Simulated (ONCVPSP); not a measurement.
# Pseudopotential generation for Ta: ONCV, PBE

Task: generate the file, and judge it by its errors in other configurations, its logarithmic derivatives, its ghosts and its cutoff.

The numbers are computed with ONCVPSP 4.0.1.1 (patched build) (PBE, scalar-relativistic, spin-unpolarised reference atom).

## (1) The design

Typed settings, in words:

```
element                 : tantalum (Ta, Z = 73)
type                    : optimised norm-conserving Vanderbilt (ONCV)
frozen core             : [Kr] 4d10 4f14
valence charge          : 13
reference configuration : 5s2 5p6 5d3 6s2
partial waves           : 5s+6s: rc 1.60 bohr, ncon 4, nbas 7, qcut 7.6 1/bohr, 2 projectors; 5p: rc 1.30 bohr, ncon 4, nbas 7, qcut 7.5 1/bohr, 2 projectors, debl 3.4 Ha; 5d: rc 2.60 bohr, ncon 4, nbas 8, qcut 6.6 1/bohr, 2 projectors, debl 1.6 Ha
local potential         : polynomial inside 1.05 bohr (lpopt 3, dvloc0 -1 Ha)
core correction         : Teter function fitted to the true core (icmod 2), fcfact 0.25
```

The nodes and maxima of the atom's own shells, from an earlier all-electron run, set the scale for the radii.

All-electron outer shells of the reference configuration (PBE, scalar-relativistic, ld1.x):

| shell | level (eV) | outermost node (bohr) | outermost maximum (bohr) |
| --- | --- | --- | --- |
| 5s | -73.00 | 0.54 | 0.98 |
| 5p | -39.40 | 0.58 | 1.13 |
| 4f | -24.70 | – | 0.44 |
| 6s | -5.44 | 1.32 | 2.78 |
| 5d | -3.59 | 0.65 | 1.58 |
| 6p | -1.39 | 1.60 | 3.89 |

## (2) The generation run

Contents of Ta.dat:

```
# ATOM AND REFERENCE CONFIGURATION
# atsym  z   nc   nv     iexc    psfile
  Ta 73.00   10    4        4      upf
#
#   n    l    f
    1    0    2.00
    2    0    2.00
    2    1    6.00
    3    0    2.00
    3    1    6.00
    3    2   10.00
    4    0    2.00
    4    1    6.00
    4    2   10.00
    4    3   14.00
    5    0    2.00
    5    1    6.00
    5    2    3.00
    6    0    2.00
#
# PSEUDOPOTENTIAL AND OPTIMIZATION
# lmax
    2
#
#   l,   rc,      ep,       ncon, nbas, qcut
    0    1.60    0.00    4    7    7.60
    1    1.30    0.00    4    7    7.50
    2    2.60    0.00    4    8    6.60
#
# LOCAL POTENTIAL
# lloc, lpopt,  rc(5),   dvloc0
    4    3    1.05   -1.00
#
# VANDERBILT-KLEINMAN-BYLANDER PROJECTORs
# l, nproj, debl
    0    2    3.60
    1    2    3.40
    2    2    1.60
#
# MODEL CORE CHARGE
# icmod, fcfact, rcfact
    2    0.25    0.75
#
# LOG DERIVATIVE ANALYSIS
# epsh1, epsh2, depsh
   -4.00    5.00    0.02
#
# OUTPUT GRID
# rlmax, drl
    6.00    0.01
#
# TEST CONFIGURATIONS
# ncnf
    4
# nvcnf
#   n    l    f
    4
    5    0    2.00
    5    1    6.00
    5    2    3.00
    6    0    1.00
#
    4
    5    0    2.00
    5    1    6.00
    5    2    3.00
    6    0    0.00
#
    4
    5    0    2.00
    5    1    6.00
    5    2    2.00
    6    0    0.00
#
    4
    5    0    2.00
    5    1    6.00
    5    2    3.50
    6    0    1.50
#
```

Launch:

```
$ oncvpsp.x < Ta.dat > Ta.out
```

Q: Predict the outcome of this session. Wanted: cutoffs for 1 and 0.1 mHa per electron, occupied waves; bound ghosts; GHOST(+) flags; largest test error; largest phase difference near zero energy, channels read; rms error of d²Exc/dn², without and with the model core.

The runs gave:

| quantity | value |
| --- | --- |
| cutoffs for 1 and 0.1 mHa per electron, occupied waves | 29 Ha and 77 Ha |
| bound ghosts | none found |
| GHOST(+) flags | s at 139 eV, d at 554 eV |
| largest test error (AE − PS) | -5.5 meV, for 5s2 5p6 5d2 6s0 |
| largest phase difference near zero energy, channels read | 0.000 rad |
| rms error of d²Exc/dn², without and with the model core | 6.29 and 0.86 mHa |

By total energies transferability is good: the largest error is 5.5 meV on 47.0 eV, for 5s2 5p6 5d2 6s0. The potential is of middling hardness: the looser tolerance needs 29 Ha. The tighter tolerance needs 77 Ha, and converged work needs a cutoff nearer that. At the looser tolerance the 5p wave is the slowest; 5s needs 22 Ha. No bound ghost shows below the valence levels. Near zero energy the phases of the channels with partial waves agree within 0.001 rad. The program also flags highly localised states, GHOST(+) (s, d). Note that the frozen 4f shell (-25 eV) lies higher than the valence 5s shell (-73 eV). These are tests on the free atom; a crystal test is still owed.
